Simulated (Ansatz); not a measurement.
# Fe2Pt: the cost of one run

Program: Ansatz 0.2.0, driven from Python. Level of theory: DFT r2SCAN+D3(BJ), plane waves, norm-conserving potentials. These are calculated values, not measurements.

## 1. The structure

It takes space group P-3m1 (No. 164, trigonal). The conventional cell has a = 2.618 Å, b = 2.618 Å, c = 6.277 Å, α = 90.00°, β = 90.00°, γ = 120.00°. Around Fe (site symmetry 3m) lie 9 Fe at 2.36 to 2.62 Å and 3 Pt at 2.69 Å. Pt (site symmetry -3m) is surrounded by 6 Pt at 2.62 Å and 6 Fe at 2.69 Å.

The script holds or builds the structure itself.

## 2. Script

Input file fe2pt_smear.py:

```python
import warnings

import ansatz as az
from ase import Atoms
import matplotlib.pyplot as plt

TOLERANCE = 1e-05
MESH = (10, 10, 4)
VDW = 'd3bj'

warnings.simplefilter('ignore', az.DeckWarning)

atoms = Atoms(
    ['Fe', 'Fe', 'Pt'],
    scaled_positions=[
        (1 / 3, 2 / 3, 0.64454),
        (2 / 3, 1 / 3, 0.35546),
        (0.0, 0.0, 0.0),
    ],
    cell=[
        (2.61759992, 0.0, 0.0),
        (-1.30879996, 2.26690802, 0.0),
        (0.0, 0.0, 6.276851),
    ],
    pbc=True,
)
atoms.set_initial_magnetic_moments([2.4, 2.4, 0.0])
cell = az.Crystal.from_ase(atoms)

model = cell.calculation()
model = model.scf(tolerance=TOLERANCE, self_checks='high').pseudopotentials('nc')
model = model.kpoints(*MESH, center='gamma')
model = model.functional(az.Functional.R2SCAN, dispersion=VDW)
model = model.spin('collinear')
model = model.stress()

rows = []
for value in [0.25, 0.15, 0.1, 0.05, 0.025]:
    summary = model.occupations('gaussian', width=value).run(threads=1, pin='off').report
    rows.append((value, summary['free_energy_ev'] / len(summary['lattice']['sites']), summary['n_iterations'], sum(summary['stress_gpa'][i][i] for i in range(3)) / 3, summary['magnetization_mub'], summary['n_kpoints']))

print('  width (eV)   F/atom (eV)    iterations       P (GPa)  moment (muB)      k-points')
for row in rows:
    print(f'{str(row[0]):>12s}  {row[1]:12.5f}  {row[2]:12d}  {row[3]:12.3f}  {row[4]:12.3f}  {row[5]:12d}')

for row in rows[:-1]:
    shift = 1000 * (row[1] - rows[-1][1])
    print(f'{row[0]}: {shift:+.2f} meV/atom' + ('  (within 2 meV)' if abs(shift) < 2 else ''))
plt.figure(figsize=(4.5, 3))
plt.plot([str(row[0]) for row in rows], [1000 * (row[1] - rows[-1][1]) for row in rows], 'o-')
plt.xlabel('width (eV)')
plt.ylabel('F - F(last) (meV/atom)')
plt.tight_layout()
plt.savefig('smear.png', dpi=100)
```

## 3. The run

Command:

```bash
$ python fe2pt_smear.py
```

**Question.** How long does this script take on 1 thread of Arm Neoverse V1, shared host, and how much memory does it need?

About 7.6 min, with a peak of 0.99 GiB.
